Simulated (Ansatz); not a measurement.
# GaAsH6: basis-set convergence

An exercise on one series of results from a longer session: the logs are not shown, and one member is left open.

Program: Ansatz 0.2.0, Gaussian basis. Level of theory: one geometry, several basis sets. These are calculated values, not measurements.

The runs, in order: PBE0-D4/def2-SVP; ωB97M-V/def2-SVP; PBE0-D4/def2-QZVPP; ωB97M-V/def2-QZVPP; the functionals' def2-TZVPP values are taken from earlier runs.

**The geometry**

An earlier PBE0-D4 in a triple-zeta def2 set relaxation fixed the geometry.

8 atoms, charge 0, spin multiplicity 1.

Atoms are counted from 1 here; the program's logs count them from 0.

Bond lengths: Ga1–As2 2.660 Å, Ga1–H3 1.574 Å, Ga1–H4 1.574 Å, Ga1–H5 1.574 Å, As2–H6 1.509 Å, As2–H7 1.509 Å, As2–H8 1.509 Å. Angles: As2–Ga1–H3 96.1°, As2–Ga1–H4 96.0°, As2–Ga1–H5 96.1°, H3–Ga1–H4 118.9°, H3–Ga1–H5 118.9°, H4–Ga1–H5 118.9°, Ga1–As2–H6 120.3°, Ga1–As2–H7 120.4°, Ga1–As2–H8 120.3°, H6–As2–H7 96.8°, H6–As2–H8 96.8°, H7–As2–H8 96.8°.

The first run:

Input file in.yaml:

```yaml
crystal:
  periodic: [false, false, false]
  atoms:
    - {symbol: Ga, position_ang: [-0.484038, 0.147844, -1.471233]}
    - {symbol: As, position_ang: [0.365017, -0.117647, 1.035961]}
    - {symbol: H, position_ang: [0.423185, -0.988130, -2.075548]}
    - {symbol: H, position_ang: [-1.996507, -0.166903, -1.167626]}
    - {symbol: H, position_ang: [-0.038042, 1.648346, -1.639499]}
    - {symbol: H, position_ang: [1.005175, 1.046845, 1.750888]}
    - {symbol: H, position_ang: [1.421059, -1.139309, 1.379416]}
    - {symbol: H, position_ang: [-0.603750, -0.488146, 2.131941]}
basis:
  gaussian: {orbitals: def2-SVP}
hamiltonian: {xc: pbe0, dispersion: d4}
output: {orbitals: {seedname: orbitals}}
```

Started as:

```
ansatz run in.yaml --threads 2 --pin off --events-out ev --progress --plain --max-ram 32768MiB --backend cpu
```

Steps of the session up to this table: PBE0-D4 in def2-SVP; ωB97M-V in def2-SVP; PBE0-D4 in def2-QZVPP; ωB97M-V in def2-QZVPP.

One table of the session follows, with a row left open; its other results are not shown here.

It belongs to the step «Density functionals: the series». 

```
functional       basis  HOMO (eV)
   PBE0-D4    def2-SVP      -7.86
   PBE0-D4  def2-TZVPP      -7.92
   PBE0-D4  def2-QZVPP      -7.92
   ωB97M-V    def2-SVP          ?
   ωB97M-V  def2-TZVPP     -10.17
   ωB97M-V  def2-QZVPP     -10.18
```

Q: Estimate the row for ωB97M-V, def2-SVP from the others.

As computed: HOMO (eV): -10.05. In the column «HOMO (eV)» it lies between ωB97M-V, def2-TZVPP (-10.17) and PBE0-D4, def2-TZVPP (-7.92).
